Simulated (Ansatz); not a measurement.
# CH4AlClOSi: basis-set convergence

Aim: see how fast density functionals converge with the basis set for CH4AlClOSi.

Computed with Ansatz 0.2.0, Gaussian basis. Level: one geometry, several basis sets.

Plan: PBE0-D4/def2-SVP; ωB97M-V/def2-SVP; PBE0-D4/def2-QZVPP; ωB97M-V/def2-QZVPP; the functionals' def2-TZVPP values are taken from earlier runs.

## 1. Structure used throughout

The geometry comes from an earlier relaxation with PBE0-D4 in a triple-zeta def2 set; it is a stationary point, not always the lowest conformer.

SMILES `[AlH2][C@@H]1O[Si@H]1Cl`, 9 atoms, charge 0, spin multiplicity 1.

Atoms are counted from 1 here; the program's logs count them from 0.

Bond lengths: Al1–C2 1.941 Å, Al1–H6 1.586 Å, Al1–H7 1.583 Å, C2–O3 1.527 Å, C2–Si4 1.810 Å, C2–H8 1.093 Å, O3–Si4 1.634 Å, Si4–Cl5 2.029 Å, Si4–H9 1.471 Å. Angles: C2–Al1–H6 118.1°, C2–Al1–H7 119.2°, H6–Al1–H7 122.6°, Al1–C2–O3 118.0°, Al1–C2–Si4 123.0°, Al1–C2–H8 120.1°, O3–C2–Si4 57.9°, O3–C2–H8 110.0°, Si4–C2–H8 111.8°, C2–O3–Si4 69.8°, C2–Si4–O3 52.3°, C2–Si4–Cl5 121.7°, C2–Si4–H9 125.9°, O3–Si4–Cl5 118.1°, O3–Si4–H9 118.3°, Cl5–Si4–H9 109.0°.

Coordinates:

```xyz
9
charge 0, multiplicity 1
Al    1.08945    0.44948    1.43699
C    -0.48829    0.30237    0.31572
O    -1.10385   -1.08179    0.12212
Si   -0.48347   -0.53689   -1.28832
Cl   -1.77452   -0.01914   -2.76522
H     1.54018    1.89644    1.90546
H     1.93265   -0.85177    1.75799
H    -1.27619    1.05757    0.37642
H     0.65253   -1.26256   -1.87836
```

## 2. PBE0-D4 in def2-SVP

in.yaml

```yaml
crystal:
  periodic: [false, false, false]
  atoms:
    - {symbol: Al, position_ang: [1.089453, 0.449479, 1.436989]}
    - {symbol: C, position_ang: [-0.488294, 0.302370, 0.315720]}
    - {symbol: O, position_ang: [-1.103850, -1.081794, 0.122120]}
    - {symbol: Si, position_ang: [-0.483466, -0.536892, -1.288317]}
    - {symbol: Cl, position_ang: [-1.774521, -0.019141, -2.765224]}
    - {symbol: H, position_ang: [1.540184, 1.896441, 1.905465]}
    - {symbol: H, position_ang: [1.932651, -0.851769, 1.757992]}
    - {symbol: H, position_ang: [-1.276189, 1.057567, 0.376417]}
    - {symbol: H, position_ang: [0.652535, -1.262564, -1.878363]}
basis:
  gaussian: {orbitals: def2-SVP}
hamiltonian: {xc: pbe0, dispersion: d4}
output: {orbitals: {seedname: orbitals}}
```

The run is started by

```bash
$ ansatz run in.yaml --threads 4 --pin off --events-out ev --progress --plain --max-ram 10444MiB
```

The runs that follow: ωB97M-V in def2-SVP; PBE0-D4 in def2-QZVPP; ωB97M-V in def2-QZVPP.

Q: Predict the results of all the runs planned. Wanted: PBE0-D4: double and triple zeta above quadruple; ωB97M-V: double and triple zeta above quadruple.

As calculated:

| quantity | value |
| --- | --- |
| PBE0-D4: double and triple zeta above quadruple | 14.42, 1.03 eV |
| ωB97M-V: double and triple zeta above quadruple | 14.41, 0.97 eV |

PBE0-D4 gains 13.39 eV from double to triple zeta, then 1.03 eV more. These are total energies; as a rule much of such shifts cancels in differences, which this series doesn't test.
